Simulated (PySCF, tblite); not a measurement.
# C11H27ClS2Si2: NMR shifts, part 2 of 2

tblite 0.8.0 and PySCF 2.14.0. Atoms count from 0. Earlier steps stand in the parts before.

## Step 5: NMR shifts: GIAO KT3/pcSseg-2

The job: settings as JSON, then the geometry in Å.

```
{"job": {"kind": "nmr", "xc": "KT3", "basis": "pcSseg-2", "pop": false}, "charge": 0, "multiplicity": 1}
C     -6.908215     1.361171     0.435240
C     -6.050986     0.196105    -0.032999
C     -4.672668     0.628183    -0.517520
C     -3.821261    -0.536987    -0.990144
S     -2.174968    -0.018161    -1.611623
Si    -0.927750    -0.317918     0.118295
C     -1.596157     0.549972     1.643706
C     -0.661241    -2.146275     0.464117
Si     1.057227     0.718581    -0.565562
C      1.315868     0.808767    -2.414618
Cl     1.012427     2.706220     0.116789
S      2.633123    -0.313345     0.441384
C      4.075925     0.742494     0.012293
C      5.294609     0.342713     0.826412
C      5.811926    -1.059628     0.536785
C      7.030039    -1.427720     1.367457
H     -7.068928     2.088813    -0.376145
H     -6.428383     1.899500     1.268243
H     -7.896956     1.024589     0.781756
H     -6.569830    -0.345510    -0.843758
H     -5.936095    -0.533883     0.788329
H     -4.143211     1.162948     0.288753
H     -4.773736     1.354905    -1.341674
H     -3.694391    -1.285814    -0.191300
H     -4.306048    -1.059044    -1.829964
H     -2.572050     0.138672     1.946464
H     -1.705317     1.627539     1.454040
H     -0.893688     0.416528     2.481917
H     -1.604457    -2.634755     0.757140
H      0.060552    -2.275113     1.286832
H     -0.268557    -2.659116    -0.425931
H      0.465877     1.328626    -2.882806
H      2.238910     1.354132    -2.662440
H      1.378569    -0.208850    -2.829477
H      3.797281     1.787483     0.213543
H      4.279444     0.640217    -1.065531
H      5.058907     0.440539     1.900590
H      6.091238     1.079398     0.618212
H      5.002426    -1.787867     0.716185
H      6.052556    -1.138717    -0.538390
H      6.801708    -1.396768     2.444936
H      7.388228    -2.441443     1.133228
H      7.864468    -0.730297     1.188608
```

Method: GIAO KT3/pcSseg-2 NMR shielding, non-relativistic, gas phase.

The log of the run:

```text
start: PBE on a coarse grid of 35132 points
cycle   1  E = -2269.6284641315  dE =  6.895e-01  |g| = 1.096e+00  |ddm| = 4.638e+00
cycle   2  E = -2269.1508360720  dE =  4.776e-01  |g| = 1.705e+00  |ddm| = 2.313e+00
cycle   3  E = -2269.9322274031  dE = -7.814e-01  |g| = 2.157e-01  |ddm| = 1.622e+00
cycle   4  E = -2269.9429458403  dE = -1.072e-02  |g| = 1.029e-01  |ddm| = 5.281e-01
cycle   5  E = -2269.9455215451  dE = -2.576e-03  |g| = 3.277e-02  |ddm| = 1.797e-01
cycle   6  E = -2269.9457851065  dE = -2.636e-04  |g| = 8.408e-03  |ddm| = 4.660e-02
final grid: 297493 points
cycle   7  E = -2291.9152880613  dE = -7.224e-02  |g| = 3.354e-01  |ddm| = 1.880e+00
cycle   8  E = -2291.9151297926  dE =  1.583e-04  |g| = 2.104e-01  |ddm| = 4.034e-01
cycle   9  E = -2291.9195170261  dE = -4.387e-03  |g| = 8.433e-02  |ddm| = 3.468e-01
cycle  10  E = -2291.9215416378  dE = -2.025e-03  |g| = 1.167e-02  |ddm| = 1.341e-01
cycle  11  E = -2291.9215749157  dE = -3.328e-05  |g| = 3.768e-03  |ddm| = 2.328e-02
cycle  12  E = -2291.9215778302  dE = -2.914e-06  |g| = 1.818e-03  |ddm| = 8.323e-03
cycle  13  E = -2291.9215799963  dE = -2.166e-06  |g| = 3.347e-04  |ddm| = 2.706e-03
cycle  14  E = -2291.9215780532  dE =  1.943e-06  |g| = 1.399e-04  |ddm| = 6.163e-04
cycle  15  E = -2291.9215793115  dE = -1.258e-06  |g| = 2.485e-05  |ddm| = 2.358e-04
converged SCF energy = -2291.9215793115

GIAO shielding tensors (ppm)
atom      isotropic    diamagn.    paramagn.     s11        s22        s33       span
  0 C      163.651     228.300     -64.649    151.443    156.117    183.392     31.948
  1 C      151.848     238.145     -86.297    138.968    148.959    167.616     28.648
  2 C      136.666     256.414    -119.748    109.143    129.024    171.830     62.687
  3 C      146.653     247.470    -100.817    120.890    148.057    171.014     50.124
  4 S      604.722    1070.908    -466.186    474.239    569.350    770.577    296.338
  5 Si     360.372     891.160    -530.789    305.309    380.650    395.156     89.847
  6 C      180.726     252.466     -71.740    172.186    182.749    187.242     15.056
  7 C      181.050     251.976     -70.926    168.218    184.489    190.442     22.224
  8 Si     329.204     890.096    -560.892    286.694    332.026    368.892     82.199
  9 C      175.982     251.870     -75.888    158.444    177.576    191.926     33.482
 10 Cl     906.035    1157.763    -251.728    770.717    939.164   1008.224    237.507
 11 S      581.011    1073.735    -492.724    504.288    550.826    687.919    183.631
 12 C      146.101     254.404    -108.304    127.291    151.402    159.609     32.318
 13 C      142.828     243.735    -100.907    129.120    139.236    160.128     31.008
 14 C      153.195     253.341    -100.146    138.750    156.750    164.086     25.336
 15 C      163.998     223.035     -59.037    152.345    155.788    183.861     31.516
 16 H       30.463      21.879       8.583     26.560     28.745     36.083      9.522
 17 H       30.487      27.650       2.837     26.263     29.820     35.379      9.116
 18 H       30.140      16.007      14.133     25.657     27.279     37.483     11.826
 19 H       30.092      23.798       6.294     25.023     30.456     34.797      9.774
 20 H       30.077      31.461      -1.383     25.337     31.185     33.710      8.373
 21 H       29.961      42.183     -12.222     24.537     30.457     34.889     10.352
 22 H       29.795      35.899      -6.104     25.280     31.171     32.934      7.655
 23 H       28.925      38.609      -9.685     22.815     30.905     33.054     10.239
 24 H       28.848      33.262      -4.414     21.966     29.215     35.362     13.396
 25 H       30.917      36.070      -5.152     26.390     29.773     36.589     10.199
 26 H       30.664      36.991      -6.327     26.691     29.936     35.367      8.675
 27 H       30.965      36.193      -5.228     26.514     29.303     37.078     10.564
 28 H       30.751      34.607      -3.856     25.859     29.874     36.521     10.662
 29 H       31.042      36.755      -5.712     26.309     29.871     36.946     10.637
 30 H       31.192      36.292      -5.100     27.665     29.026     36.886      9.221
 31 H       30.590      35.524      -4.935     26.058     29.943     35.768      9.710
 32 H       30.393      33.653      -3.260     25.865     29.772     35.541      9.676
 33 H       31.192      36.063      -4.870     27.655     28.889     37.033      9.379
 34 H       28.055      36.648      -8.594     20.307     31.188     32.670     12.363
 35 H       28.694      36.961      -8.267     22.342     29.926     33.813     11.472
 36 H       29.870      35.301      -5.431     25.155     30.969     33.485      8.330
 37 H       29.529      26.029       3.500     24.133     29.314     35.141     11.008
 38 H       29.359      41.516     -12.156     22.715     30.918     34.445     11.730
 39 H       30.229      32.081      -1.852     25.034     31.152     34.500      9.466
 40 H       30.512      24.206       6.306     26.336     29.141     36.059      9.723
 41 H       30.088      19.623      10.465     25.580     27.550     37.133     11.554
 42 H       30.499      16.855      13.645     26.428     28.460     36.609     10.181
```

Run time: 40 s. Hardware: 4 threads of Arm Neoverse V1, shared host; peak memory 2.4 GiB.

## Step 6: NMR shifts: GIAO PBE0/pcSseg-1 in chloroform

Settings changed since step 5:

```diff
@@ -1,2 +1,2 @@
-{"job": {"kind": "nmr", "xc": "KT3", "basis": "pcSseg-2", "pop": false}, "charge": 0, "multiplicity": 1}
+{"job": {"kind": "nmr", "xc": "PBE0", "basis": "pcSseg-1", "pop": false, "solvent": "chloroform"}, "charge": 0, "multiplicity": 1}
 C     -6.908215     1.361171     0.435240
```

With the program's defaults for keys left out, this is: GIAO PBE0/pcSseg-1 NMR shielding, non-relativistic, IEF-PCM chloroform.

The log of the run:

```text
start: PBE on a coarse grid of 35132 points
cycle   1  E = -2269.1795077100  dE =  7.408e-01  |g| = 1.033e+00  |ddm| = 5.911e+00
cycle   2  E = -2268.7746786760  dE =  4.048e-01  |g| = 1.587e+00  |ddm| = 2.504e+00
cycle   3  E = -2269.4622049912  dE = -6.875e-01  |g| = 1.522e-01  |ddm| = 1.675e+00
cycle   4  E = -2269.4685077583  dE = -6.303e-03  |g| = 6.171e-02  |ddm| = 3.144e-01
cycle   5  E = -2269.4693995210  dE = -8.918e-04  |g| = 2.186e-02  |ddm| = 8.719e-02
cycle   6  E = -2269.4695150026  dE = -1.155e-04  |g| = 4.819e-03  |ddm| = 2.649e-02
final grid: 297493 points
cycle   7  E = -2269.8363234226  dE = -1.074e-02  |g| = 4.512e-02  |ddm| = 3.396e-01
cycle   8  E = -2269.8361839668  dE =  1.395e-04  |g| = 4.982e-02  |ddm| = 1.003e-01
cycle   9  E = -2269.8368569958  dE = -6.730e-04  |g| = 3.489e-03  |ddm| = 5.748e-02
cycle  10  E = -2269.8368566456  dE =  3.502e-07  |g| = 1.463e-03  |ddm| = 6.467e-03
cycle  11  E = -2269.8368582711  dE = -1.626e-06  |g| = 3.399e-04  |ddm| = 2.076e-03
cycle  12  E = -2269.8368584140  dE = -1.429e-07  |g| = 9.998e-05  |ddm| = 4.127e-04
converged SCF energy = -2269.8368584140

GIAO shielding tensors (ppm)
atom      isotropic    diamagn.    paramagn.     s11        s22        s33       span
  0 C      168.594     238.677     -70.083    156.831    162.023    186.926     30.095
  1 C      158.752     245.132     -86.380    146.563    155.971    173.723     27.161
  2 C      143.369     253.040    -109.671    115.981    136.251    177.874     61.894
  3 C      153.180     258.552    -105.372    128.011    154.938    176.592     48.581
  4 S      637.118    1067.067    -429.949    504.589    599.029    807.738    303.149
  5 Si     348.049     886.608    -538.558    290.241    369.386    384.521     94.280
  6 C      185.165     260.242     -75.077    175.911    187.121    192.461     16.550
  7 C      184.880     260.088     -75.208    171.627    189.013    194.000     22.374
  8 Si     308.818     885.181    -576.363    270.054    306.664    349.736     79.682
  9 C      179.909     260.329     -80.420    161.687    182.208    195.832     34.145
 10 Cl     933.865    1154.460    -220.595    803.739    969.426   1028.429    224.690
 11 S      608.406    1068.117    -459.711    531.432    567.395    726.390    194.958
 12 C      152.233     258.223    -105.990    132.500    158.781    165.418     32.918
 13 C      149.671     251.887    -102.216    136.852    146.310    165.851     28.999
 14 C      159.902     249.356     -89.454    146.127    163.195    170.384     24.257
 15 C      168.873     236.875     -68.002    157.591    161.605    187.422     29.831
 16 H       30.328      23.603       6.724     26.015     28.528     36.441     10.426
 17 H       30.360      26.349       4.011     25.663     29.730     35.688     10.025
 18 H       30.073      19.397      10.675     25.245     26.917     38.055     12.810
 19 H       30.125      27.144       2.981     24.659     30.272     35.444     10.785
 20 H       30.134      29.977       0.157     24.999     31.138     34.265      9.266
 21 H       30.082      36.689      -6.606     24.134     30.793     35.319     11.184
 22 H       29.880      35.627      -5.747     24.970     31.249     33.421      8.451
 23 H       29.081      37.620      -8.539     22.686     31.277     33.280     10.594
 24 H       28.865      36.092      -7.227     21.674     28.946     35.974     14.300
 25 H       30.639      34.432      -3.792     25.592     29.158     37.168     11.577
 26 H       30.712      35.613      -4.901     26.355     29.849     35.931      9.575
 27 H       30.876      35.224      -4.347     25.915     29.131     37.582     11.667
 28 H       30.474      33.603      -3.129     25.020     29.322     37.081     12.061
 29 H       30.989      35.615      -4.626     25.759     29.742     37.465     11.706
 30 H       31.118      35.426      -4.309     27.318     28.657     37.378     10.059
 31 H       30.484      34.780      -4.296     25.367     29.755     36.330     10.963
 32 H       30.132      32.641      -2.508     25.030     29.194     36.172     11.142
 33 H       31.015      35.151      -4.136     27.237     28.373     37.436     10.199
 34 H       28.375      36.045      -7.671     20.070     31.727     33.327     13.257
 35 H       28.725      36.013      -7.288     21.914     30.169     34.091     12.177
 36 H       29.992      34.792      -4.800     24.846     31.026     34.105      9.259
 37 H       29.527      30.758      -1.231     23.598     29.122     35.860     12.261
 38 H       29.643      35.596      -5.953     22.688     31.380     34.860     12.171
 39 H       30.231      31.203      -0.972     24.666     31.063     34.965     10.300
 40 H       30.383      24.691       5.692     25.734     28.995     36.419     10.685
 41 H       30.020      21.792       8.227     25.134     27.244     37.681     12.546
 42 H       30.335      20.779       9.556     25.795     28.204     37.007     11.212
```

Run time: 29 s. Hardware: 4 threads of Arm Neoverse V1, shared host; peak memory 2.4 GiB.

## Step 7: Results

This closing draws on all 2 parts.

| quantity | value |
| --- | --- |
| point group | C1 |
| rotational constants (main isotopes) | 0.69, 0.11, 0.11 GHz |
| 13C shifts against TMS (PBE0/pcSseg-2) | 43.5, 37.0, 33.3, 33.0, 27.8, 26.2, 16.7, 16.5, 4.7, -0.2, -0.3 ppm |
| 1H shifts against TMS (PBE0/pcSseg-2, means over atoms taken as alike) | 3.13, 2.50, 2.42, 2.28, 1.91, 1.74, 1.54, 1.42, 1.35, 1.20, 1.20, 1.06, 0.96, 0.95 ppm and more |
| 33S shifts against CS2 (PBE0/pcSseg-2) | -84, -109 ppm |
| 29Si shifts against TMS (PBE0/pcSseg-2) | 31.9, -2.1 ppm |
| 35Cl shifts against HCl (PBE0/pcSseg-2) | 25 ppm |
| measured, and computed on the same scale | Si8 δ 23.1, 31.9; Si5 δ -1.2, -2.1 ppm |

The optimisation took 16 steps and gained 0.260 eV; among the close pairs (by a distance rule), Si8–Cl10 changed most, from 2.042 to 2.102 Å (PBE0/def2-SVP). No frequency check was run at this level, so the end point may be a saddle. At PBE0/pcSseg-2: Shielding is most anisotropic at S4 (span 305 ppm, paramagnetic term -455 ppm). 2 measured 29Si shifts can be compared: mean absolute error 4.9 ppm, mean signed error +4.0 ppm. Vibration, temperature and solvent are missing from the calculation, and it holds one conformer, so part of the miss against the measured shifts is not the functional's.
